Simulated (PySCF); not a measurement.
# Gd(CH3)2: other functionals and bases at one geometry

How far do other levels of theory move the description of Gd(CH3)2, and what does each cost? The species was built from a template and needn't be a known compound.

The runs use PySCF 2.14.0; several levels, as the steps say, no spin–orbit coupling.

1 further run of the same task is left out (for a known fault of the program).

**1. The starting structure**

9 atoms, charge 0, spin multiplicity 1.

Bond lengths: Gd1–C2 2.534 Å, Gd1–C6 2.534 Å, C2–H3 1.109 Å, C2–H4 1.109 Å, C2–H5 1.109 Å, C6–H7 1.109 Å, C6–H8 1.109 Å, C6–H9 1.109 Å. Angles: C2–Gd1–C6 109.1°, Gd1–C2–H3 117.7°, Gd1–C2–H4 110.4°, Gd1–C2–H5 110.4°, H3–C2–H4 106.1°, H3–C2–H5 106.1°, H4–C2–H5 105.3°, Gd1–C6–H7 117.7°, Gd1–C6–H8 110.4°, Gd1–C6–H9 110.4°, H7–C6–H8 106.1°, H7–C6–H9 106.1°, H8–C6–H9 105.3°.

As a file:

```mol
C2H6Gd
  3D, bonds by distance, orders not assigned

  9  8  0  0  0  0  0  0  0  0999 V2000
    0.0000    0.0000   -0.6210 Gd  0  0
    2.0638   -0.0000    0.8486 C   0  0
    3.0528   -0.0000    0.3478 H   0  0
    2.0597    0.8816    1.5211 H   0  0
    2.0597   -0.8816    1.5211 H   0  0
   -2.0638    0.0000    0.8486 C   0  0
   -3.0528    0.0000    0.3478 H   0  0
   -2.0597   -0.8816    1.5211 H   0  0
   -2.0597    0.8816    1.5211 H   0  0
  1  2  8  0
  1  6  8  0
  2  3  8  0
  2  4  8  0
  2  5  8  0
  6  7  8  0
  6  8  8  0
  6  9  8  0
M  END
```

Formal oxidation states: Gd +2. Each metal's 8 4f electrons lie in its core potential, so multiplicities, spins and levels count the valence alone. For divalent La, Ce, Gd or Lu the extra electron is normally 5d or 6s, so this core forces an excited configuration. An earlier session relaxed this geometry at PBE0, Gd lcecp-0-SVP with ECP54, C def2-SVP, H def2-SVP (singlet, point group C2v).

At PBE0 on the finer grid: E = -109.488281 Eh, frontier levels not given, since the 4f levels lie in the core, Mulliken charge on Gd1 +0.78 e, largest force component 0.020 eV/Å. 

Levels to run: BP86; wB97X; PBE0, TZVP. Hardware: 2 threads of Arm Neoverse V2, shared host.

**2. BP86**

Contents of run.py (the lines that set the calculation):

```python
mol = gto.M(atom='''
Gd     0.00000     0.00000    -0.62101
C      2.06384     0.00000     0.84855
H      3.05279     0.00000     0.34778
H      2.05967     0.88159     1.52109
H      2.05967    -0.88159     1.52109
C     -2.06384     0.00000     0.84855
H     -3.05279     0.00000     0.34778
H     -2.05967    -0.88159     1.52109
H     -2.05967     0.88159     1.52109''',
    basis={'Gd': 'lcecp-0-SVP', 'C': 'def2-SVP', 'H': 'def2-SVP'},
    ecp={'Gd': 'lcecp-0-SVP'},
    charge=0, spin=0)
mf = dft.RKS(mol, xc='B88,P86')
mf.grids.atom_grid = (75, 302)  # f atoms: unpruned, at least (60, 302)
mf = mf.density_fit()  # fitting sets: Gd AutoAux, C def2-universal-JKFIT, H def2-universal-JKFIT
mf.conv_tol = 1e-08; mf.max_cycle = 55
mf.kernel(dm0)  # dm0: the density of the relaxed state
```

Launch:

```
> OMP_NUM_THREADS=2 python run.py
```

**3. wB97X**

run.py (the lines that set the calculation): that of step 2 with these lines changed.

```diff
@@ -13,3 +13,3 @@
     charge=0, spin=0)
-mf = dft.RKS(mol, xc='B88,P86')
+mf = dft.RKS(mol, xc='WB97X')
 mf.grids.atom_grid = (75, 302)  # f atoms: unpruned, at least (60, 302)
```

**4. PBE0, TZVP**

Basis: Gd lcecp-0-TZVP with ECP54, C def2-TZVP, H def2-TZVP. 

run.py (the lines that set the calculation): that of step 3 with these lines changed.

```diff
@@ -10,6 +10,6 @@
 H     -2.05967     0.88159     1.52109''',
-    basis={'Gd': 'lcecp-0-SVP', 'C': 'def2-SVP', 'H': 'def2-SVP'},
-    ecp={'Gd': 'lcecp-0-SVP'},
+    basis={'Gd': 'lcecp-0-TZVP', 'C': 'def2-TZVP', 'H': 'def2-TZVP'},
+    ecp={'Gd': 'lcecp-0-TZVP'},
     charge=0, spin=0)
-mf = dft.RKS(mol, xc='WB97X')
+mf = dft.RKS(mol, xc='PBE0')
 mf.grids.atom_grid = (75, 302)  # f atoms: unpruned, at least (60, 302)
@@ -17,2 +17,2 @@
 mf.conv_tol = 1e-08; mf.max_cycle = 55
-mf.kernel(dm0)  # dm0: the density of the relaxed state
+mf.kernel(dm0)  # dm0: free metal ions and neutral atoms
```

**Question.** What will these runs give? Wanted: for each run, charge on Gd1; dipole; largest force.

The runs gave:

| level | state | charge on Gd1 (e) | dipole (D) | largest force (eV/Å) | basis functions | time |
| --- | --- | --- | --- | --- | --- | --- |
| PBE0 (relaxed here) | singlet | 0.78 | 6.13 | 0.02 | 89 | 12 s |
| BP86 | singlet | 0.65 | 5.39 | 0.23 | 89 | 4.4 s |
| wB97X | singlet | 0.84 | 6.81 | 0.08 | 89 | 5.2 s |
| PBE0, TZVP | singlet | 1.20 | 6.49 | 0.27 | 145 | 10 s |

Times are on 2 threads of Arm Neoverse V2, shared host; the first row also made further properties.

The largest leftover force, 0.27 eV/Å with PBE0, TZVP, stands at a geometry relaxed at another level. The Mulliken charge on Gd spans +0.65 to +1.20 e over the levels. With 4f in the core, its levels are missing from HOMO and gap. Total energies of different levels can't be compared. Spin–orbit coupling is left out throughout.
